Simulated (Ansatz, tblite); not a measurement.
# The cluster W₄Se₈−: one state, many levels

How do method and basis change the picture of the cluster W₄Se₈− (doublet)?

Program: Ansatz 0.2.0, Gaussian basis. Level of theory: as each input shows. These are calculated values, not measurements.

The runs, in order: GFN1-xTB, GFN2-xTB, PBE-D4/def2-TZVP, r2SCAN-D4/def2-TZVP, BLYP-D4/def2-TZVP, PBE-D4/def2-SVP, PBE0-D4/def2-SVP, MP2/def2-SVP, RPA/def2-SVP.

1 further run of the same task is left out (set aside as unsound or not needed). Runs told in other sessions of the task aren't counted.

**1. The structure**

The doublet was relaxed beforehand with PBE-D4/def2-SVP. At that level it is the lowest of the isomers that a small search found.

12 atoms, charge -1, spin multiplicity 2.

Bond lengths: W1–Se5 2.436 Å, W1–Se7 2.466 Å, W1–Se8 2.476 Å, W2–Se8 2.500 Å, W2–Se10 2.680 Å, W2–Se11 2.490 Å, W2–Se12 2.636 Å, W3–W4 2.704 Å, W3–Se5 2.545 Å, W3–Se9 2.312 Å, W3–Se10 2.590 Å, W3–Se12 2.738 Å, W4–Se6 2.313 Å, W4–Se7 2.476 Å, W4–Se11 2.471 Å, Se10–Se12 2.399 Å. Angles: Se5–W1–Se7 118.4°, Se5–W1–Se8 122.3°, Se7–W1–Se8 118.0°, Se8–W2–Se10 152.5°, Se8–W2–Se11 114.7°, Se8–W2–Se12 99.0°, Se10–W2–Se11 92.1°, Se10–W2–Se12 53.6°, Se11–W2–Se12 145.5°, W4–W3–Se5 106.9°, W4–W3–Se9 100.2°, W4–W3–Se10 92.0°, W4–W3–Se12 118.8°, Se5–W3–Se9 106.2°, Se5–W3–Se10 141.8°, Se5–W3–Se12 88.5°, Se9–W3–Se10 102.5°, Se9–W3–Se12 132.4° and more.

Coordinates:

```tsv
atom	x (Å)	y (Å)	z (Å)
W1	-1.1064	-1.0404	-1.1591
W2	1.2946	-0.2677	-1.0744
W3	-0.5368	1.3332	0.1888
W4	0.1168	-1.0274	1.3337
Se5	-2.5699	0.9037	-1.2813
Se6	-0.0199	-0.6593	3.6129
Se7	-1.5329	-2.7193	0.5962
Se8	0.4521	-1.6411	-2.9864
Se9	-1.3099	2.4838	2.0392
Se10	1.9443	2.0672	0.0695
Se11	2.4463	-1.5674	0.7104
Se12	0.8217	2.1348	-2.0496
```

W takes a core potential in the def2 sets. No spin-orbit coupling is included. The ion is computed in the gas phase, without counter-ions or solvent.

PBE0-D4/def2-TZVP was run before; its log isn't repeated, and its numbers join the tables.

**2. GFN1-xTB**

Tight binding, by tblite at 300 K electronic temperature and without a spin-polarisation term:

```python
tblite.interface.Calculator('GFN1-xTB', numbers, positions, charge=-1, uhf=1).singlepoint()
```

Energy -993.9690 eV; 0.056 s.

**3. GFN2-xTB**

Tight binding, by tblite at 300 K electronic temperature and without a spin-polarisation term:

```python
tblite.interface.Calculator('GFN2-xTB', numbers, positions, charge=-1, uhf=1).singlepoint()
```

Energy -987.5437 eV; 0.18 s.

**4. PBE-D4/def2-TZVP**

start.molden holds the orbitals of an earlier run on this state, given as this run's starting guess.

Contents of in.yaml:

```yaml
crystal:
  periodic: [false, false, false]
  atoms:
    - {symbol: W, position_ang: [-1.106413, -1.040422, -1.159137]}
    - {symbol: W, position_ang: [1.294612, -0.267745, -1.074384]}
    - {symbol: W, position_ang: [-0.536827, 1.333203, 0.188830]}
    - {symbol: W, position_ang: [0.116841, -1.027443, 1.333750]}
    - {symbol: Se, position_ang: [-2.569877, 0.903705, -1.281304]}
    - {symbol: Se, position_ang: [-0.019933, -0.659294, 3.612902]}
    - {symbol: Se, position_ang: [-1.532947, -2.719311, 0.596218]}
    - {symbol: Se, position_ang: [0.452096, -1.641108, -2.986387]}
    - {symbol: Se, position_ang: [-1.309854, 2.483762, 2.039230]}
    - {symbol: Se, position_ang: [1.944307, 2.067220, 0.069452]}
    - {symbol: Se, position_ang: [2.446286, -1.567411, 0.710432]}
    - {symbol: Se, position_ang: [0.821709, 2.134832, -2.049592]}
basis:
  gaussian: {orbitals: def2-TZVP, fitting: {mean_field: def2-universal-jkfit}, initial_orbitals: start.molden}
total_charge: -1
magnetization: {spin_polarized: true, initial_magnetization: 1}
hamiltonian: {xc: pbe, dispersion: d4}
scf: {omitted_lower_state_checks: [starts]}
output: {forces: true, orbitals: {seedname: orbitals}}
```

Command:

```console
ansatz run in.yaml --threads 2 --pin off --events-out ev --progress --plain --max-ram 32768MiB --backend cuda --devices 0, --max-vram 18GiB
```

The runs that follow: r2SCAN-D4/def2-TZVP; BLYP-D4/def2-TZVP; PBE-D4/def2-SVP; PBE0-D4/def2-SVP; MP2/def2-SVP; RPA/def2-SVP.

**Question.** What will the summary of the whole plan be? Wanted: gap in def2-TZVP, named functionals, smallest and largest; correlation energy, MP2/def2-SVP; ⟨S²⟩ in def2-TZVP, named functionals, smallest and largest; PBE0 total energy, smallest basis above largest.

As calculated:

| quantity | value |
| --- | --- |
| gap in def2-TZVP, named functionals, smallest and largest | 0.26 eV (BLYP-D4), 1.73 eV (PBE0-D4) |
| correlation energy, MP2/def2-SVP | -93.91 eV |
| ⟨S²⟩ in def2-TZVP, named functionals, smallest and largest | 0.755, 0.777 |
| PBE0 total energy, smallest basis above largest | 66.13 eV (def2-SVP, def2-TZVP) |

**Reading.** Orbital gaps of the named functionals in def2-TZVP span 0.26 eV (BLYP-D4) to 1.73 eV (PBE0-D4); exact exchange widens it. Over the named functionals in def2-TZVP spin contamination reaches 0.03 (PBE0-D4), which is small.
